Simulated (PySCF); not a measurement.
**RbB: changing the method**

Aim: see what other levels and later steps give for RbB.

Method: method and basis as typed in the scripts; program: PySCF 2.14.0.

5 further runs of the same task are left out: 2 for a known fault of the program, 3 that didn't finish.

### 1 The system as given

RbB: 2 atoms, charge 0, spin multiplicity 1.

Bond lengths: Rb1–B2 2.875 Å.

### 2 The base run

Contents of input.py:

```python
from pyscf import gto, scf, tdscf

mol = gto.M(
    atom='Rb 0 0 0; B 0 0 2.875',
    basis='def2-svpd',
    ecp={'Rb': 'def2-svpd'},
    charge=0,
    spin=0,
    symmetry=True,
    verbose=4,
)
mf = scf.RHF(mol)
mf.kernel()
td = tdscf.TDA(mf)
td.nstates = 4
td.kernel()
td.analyze(verbose=3)
mf.dip_moment()
print('orbital energies (hartree):', mf.mo_energy[..., max(0, mol.nelec[1]-3):mol.nelec[0]+3].round(4))
```

Started as:

```bash
OMP_NUM_THREADS=1 python input.py
```

### 3 Gradient

Edit 1 changes step after the SCF: tda → gradient.

input.py, as its differences from that of step 2:

```diff
@@ -1,2 +1,2 @@
-from pyscf import gto, scf, tdscf
+from pyscf import gto, scf
 
@@ -13,6 +13,3 @@
 mf.kernel()
-td = tdscf.TDA(mf)
-td.nstates = 4
-td.kernel()
-td.analyze(verbose=3)
+mf.nuc_grad_method().kernel()
 mf.dip_moment()
```

### 4 Number of roots 15

Edit 2 changes number of roots: 4 → 15.

input.py, as its differences from that of step 2:

```diff
@@ -14,3 +14,3 @@
 td = tdscf.TDA(mf)
-td.nstates = 4
+td.nstates = 15
 td.kernel()
```

### 5 Stability test

Edit 3 changes step after the SCF: tda → stability; point-group symmetry: on → off.

Contents of input.py:

```python
from pyscf import gto, scf

mol = gto.M(
    atom='Rb 0 0 0; B 0 0 2.875',
    basis='def2-svpd',
    ecp={'Rb': 'def2-svpd'},
    charge=0,
    spin=0,
    verbose=4,
)
mf = scf.RHF(mol)
mf.kernel()
mf.stability(internal=True, external=True)
mf.dip_moment()
print('orbital energies (hartree):', mf.mo_energy[..., max(0, mol.nelec[1]-3):mol.nelec[0]+3].round(4))
```

### 6 MP2

Edit 4 changes step after the SCF: tda → mp2.

input.py, as its differences from that of step 2:

```diff
@@ -1,2 +1,2 @@
-from pyscf import gto, scf, tdscf
+from pyscf import gto, scf, mp
 
@@ -13,6 +13,3 @@
 mf.kernel()
-td = tdscf.TDA(mf)
-td.nstates = 4
-td.kernel()
-td.analyze(verbose=3)
+mp.MP2(mf).kernel()
 mf.dip_moment()
```

What does the calculation give? Wanted: for each run, E(SCF); from base; gap; SCF dipole; after the SCF.

The runs gave:

| run | E(SCF) (hartree) | from base (eV) | cycles | gap (eV) | SCF dipole (D) | after the SCF |
| --- | --- | --- | --- | --- | --- | --- |
| base | -48.260262 | 0 | 11 | 4.24 | 8.15 | lowest root found 1.72 eV |
| gradient | -48.260262 | 0.0000 | 11 | 4.24 | 8.15 | n/a |
| number of roots 15 | -48.260262 | 0.0000 | 11 | 4.24 | 8.15 | lowest root found 1.72 eV |
| stability test | -48.260262 | 0.0000 | 11 | 4.24 | 8.15 | unstable: real -> complex, RHF/RKS -> UHF/UKS |
| MP2 | -48.260262 | 0.0000 | 11 | 4.24 | 8.15 | MP2 correlation -3.388 eV |

**Reading.** Total energies from different bases, Hamiltonians or methods carry different errors, so properties are taken as differences within one set-up.
